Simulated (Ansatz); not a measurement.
Write a Python script for Ansatz's Python interface that makes a comparison of dispersion corrections of C2H8BNSi, SMILES BNC(=C)[SiH3]. Level of theory (for the species named): r2SCAN, def2-SVP basis, multiplicity 1, D3BJ dispersion.

```
atom    x (Å)    y (Å)    z (Å)
   B  -1.9313   0.6468  -0.5010
   N  -1.1005  -0.5497  -0.3617
   C   0.2551  -0.5319   0.0243
   C   1.0278  -1.6743   0.1313
  Si   1.1995   1.0375   0.4115
   H  -1.5628   1.7920  -0.3052
   H  -3.0795   0.5718  -0.8426
   H  -1.5202  -1.4438  -0.5753
   H   1.9989  -1.6931   0.4742
   H   0.4681  -2.6254  -0.0591
   H   2.5795   0.7553   0.8265
   H   1.2073   1.9252  -0.7374
   H   0.4784   1.7549   1.5293
```

Script `c2h8bnsi.py`:
```python
from dataclasses import dataclass

import ansatz as az


@dataclass
class Settings:
    basis: str = "def2-SVP"


cfg = Settings()

GEOMETRY = """
B    -1.93130    0.64680   -0.50100
N    -1.10050   -0.54970   -0.36170
C     0.25510   -0.53190    0.02430
C     1.02780   -1.67430    0.13130
Si    1.19950    1.03750    0.41150
H    -1.56280    1.79200   -0.30520
H    -3.07950    0.57180   -0.84260
H    -1.52020   -1.44380   -0.57530
H     1.99890   -1.69310    0.47420
H     0.46810   -2.62540   -0.05910
H     2.57950    0.75530    0.82650
H     1.20730    1.92520   -0.73740
H     0.47840    1.75490    1.52930
"""

system = az.Crystal.molecule()
for line in GEOMETRY.strip().splitlines():
    symbol, *xyz = line.split()
    system = system.atom(symbol, [float(v) for v in xyz])

job = system.calculation().basis(gaussian=cfg.basis)
for name in ["r2scan", "pbe0"]:
    for correction in ("d3bj", "d4"):
        summary = job.functional(name, dispersion=correction).run().report
        print(f"{name:8s} {correction:5s} total {summary['free_energy_ev']:.5f} eV, of which dispersion {1000 * summary['dispersion']['energy']['ev']:.2f} meV")
```

Running `python c2h8bnsi.py` prints:
```text
DeckWarning: the engine holds no damping parameters fitted to this dispersion correction and functional, so the run takes those fitted to r2scan beside the three-body term, which d3bj leaves out (hamiltonian.dispersion, under Limitations)
r2scan   d3bj  total -12238.85713 eV, of which dispersion -84.55 meV
r2scan   d4    total -12238.84411 eV, of which dispersion -71.53 meV
pbe0     d3bj  total -12233.76367 eV, of which dispersion -257.03 meV
pbe0     d4    total -12233.74643 eV, of which dispersion -239.79 meV
```
(Warnings from the package without file and line.)

Reading the output:
- Total energies depend on the basis set; only differences at equal settings carry meaning.
- The geometry is a force-field or estimated start, not a minimum of this method, and the basis set is short of its limit. D4 holds the three-body term, and d3bj doesn't.
- A dispersion term here runs with damping parameters fitted for another variant or functional.
- Wall time of the script: 19 s on 1 thread of Arm Neoverse V2, on a shared host, peak memory 0.29 GiB.
